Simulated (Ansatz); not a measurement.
# Fe: response to strain

Aim: deform Fe (equal xx and yy strain of -2 %) and compute stress, forces and field gradients with LAPW, PAW and all-electron datasets made for the crystal.

Program: Ansatz 0.2.0. Level of theory: DFT LDA, scalar-relativistic. These are calculated values, not measurements.

**1. Starting point**

Symmetry: Fmmm, No. 69, orthorhombic system. Conventional cell: a = 2.997 Å, b = 3.883 Å, c = 3.930 Å, α = 90.00°, β = 90.00°, γ = 90.00°. Around Fe (site symmetry mmm) lie 12 Fe at 2.45 to 2.76 Å.

Structure file:

```
Fe
1.0
     0.00000    1.94174    1.96511
     1.49844    0.00000    1.96511
     1.49844    1.94174    0.00000
Fe
1
Direct
  0.00000 0.00000 0.00000
```

**2. The deformed structure**

Space group Fmmm before, Fmmm after.

**3. All-electron LAPW**

input.yaml

```yaml
crystal:
  lattice:
    - [0.0, 1.9029048968, 1.9651051623]
    - [1.4684709157, 0.0, 1.9651051623]
    - [1.4684709157, 1.9029048968, 0.0]
  atoms:
    - { symbol: Fe, position: [0.0, 0.0, 0.0], spin: 3.0 }
magnetization:
  spin_polarized: true
kpoints:
  mp_grid: { grid: [16, 16, 16] }
  band_path:
    path:
      - [0.0, 0.0, 0.0]
      - [0.5, 0.0, 0.5]
      - [0.5, 0.2407243409, 0.7407243409]
      - [0.5, 0.7592756591, 0.2592756591]
      - [0.5, 0.5, 0.0]
      - [0.9353767325, 0.5, 0.4353767325]
      - [0.0646232675, 0.5, 0.5646232675]
      - [0.0, 0.5, 0.5]
      - [0.068916996, 0.568916996, 0.5]
    npoints: 5
scf:
  occupations: { method: fermi_dirac, width: 0.05 }
hamiltonian:
  xc: lda
  pseudopotentials: { kind: all_electron, lapw: { basis_error: 0.0005 } }
output:
  forces: true
  stress: true
  eigenvalues: true
```

Run with:

```sh
ansatz run input.yaml --threads 1 --pin off --max-ram 3072MiB --backend cpu --events-out ev --progress --plain --runs-dir out
```

**4. PAW on the default files**

input.yaml

```yaml
crystal:
  lattice:
    - [0.0, 1.9029048968, 1.9651051623]
    - [1.4684709157, 0.0, 1.9651051623]
    - [1.4684709157, 1.9029048968, 0.0]
  atoms:
    - { symbol: Fe, position: [0.0, 0.0, 0.0], spin: 3.0 }
magnetization:
  spin_polarized: true
kpoints:
  mp_grid: { grid: [16, 16, 16] }
scf:
  occupations: { method: fermi_dirac, width: 0.05 }
hamiltonian:
  xc: lda
  pseudopotentials: { kind: paw }
output:
  forces: true
  stress: true
  eigenvalues: true
  efg: { contact_densities: true }
```

**5. All-electron PAW on datasets made for the crystal**

Edit input.yaml of step 4 so:

```diff
@@ -15,3 +15,3 @@
   xc: lda
-  pseudopotentials: { kind: paw }
+  pseudopotentials: { kind: all_electron, datasets: crystal }
 output:
```

(Steps that only read results are left out.)

**Question.** What will these runs give? Wanted: pressure; largest shear or deviatoric stress.

The runs gave:

| quantity | value |
| --- | --- |
| pressure | LAPW -11.55, PAW -11.41, crystal datasets -11.55 GPa |
| largest shear or deviatoric stress (LAPW) | 5.77 GPa |

What this shows: The largest part of the stress beyond the pressure is 5.77 GPa in size, in the yy component. No run of the undeformed cell stands beside it, so the pressure holds what the given cell had before the change. PAW: stress within 0.15 GPa of LAPW. Crystal datasets: stress within 0.01 GPa of LAPW. Other magnetic orders may lie lower; this is the state that the run reached.
